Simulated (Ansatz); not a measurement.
# Cs2In: the cost of one run

Program: Ansatz 0.2.0. Level of theory: DFT PBE, scalar-relativistic, plane waves, PAW. These are calculated values, not measurements.

## 1. The structure to begin with

The structure is trigonal, space group R-3m (No. 166). The conventional cell has a = 4.499 Å, b = 4.499 Å, c = 20.383 Å, α = 90.00°, β = 90.00°, γ = 120.00°. Cs (site symmetry 3m) is surrounded by 3 In at 3.10 Å. In (site symmetry -3m) has 6 Cs at 3.10 Å as nearest neighbours.

As a file:

```cif
data_structure
_symmetry_space_group_name_H-M 'R-3m:H'
_symmetry_Int_Tables_number 166
_cell_length_a 4.4991
_cell_length_b 4.4991
_cell_length_c 20.3829
_cell_angle_alpha 90.000
_cell_angle_beta 90.000
_cell_angle_gamma 120.000
_cell_volume 357.32
loop_
_atom_site_label
_atom_site_type_symbol
_atom_site_symmetry_multiplicity
_atom_site_Wyckoff_symbol
_atom_site_fract_x
_atom_site_fract_y
_atom_site_fract_z
_atom_site_occupancy
Cs1 Cs 6 c 0.00000 0.00000 0.75000 1
In1 In 3 a 0.00000 0.00000 0.00000 1
```

(A quick probe on a coarse mesh, which set the mesh and smearing, is not shown.)

## 3. A loose first relaxation

Input file input.yaml:

```yaml
crystal:
  lattice:
    - [2.2495730246, 1.2987915913, 6.7942860042]
    - [-2.2495730246, 1.2987915913, 6.7942860042]
    - [0.0, -2.5975831827, 6.7942860042]
  atoms:
    - { symbol: Cs, position: [0.75, 0.75, 0.75] }
    - { symbol: Cs, position: [0.25, 0.25, 0.25] }
    - { symbol: In, position: [0.0, 0.0, 0.0] }
basis:
  ecutwfc: 420
kpoints:
  mp_grid: { grid: [6, 6, 6] }
hamiltonian:
  xc: pbe
scf:
  occupations: { method: gaussian, width: 0.1 }
  lower_state_search: "off"
output:
  forces: true
  stress: true
  eigenvalues: true
relax:
  adjacent_minimum: "off"
  f_tol: 0.04
  max_steps: 70
  cell: { stress_tol: 0.4 }
```

Command:

```sh
ansatz run input.yaml --threads 1 --pin off --max-ram 2560MiB --backend cpu --events-out ev --progress --plain --runs-dir out
```

**Question.** How long does this run take on 1 thread of Intel Xeon 6975P-C (Granite Rapids), shared host, and how much memory does it need?

About 37 s, with a peak of 0.58 GiB.
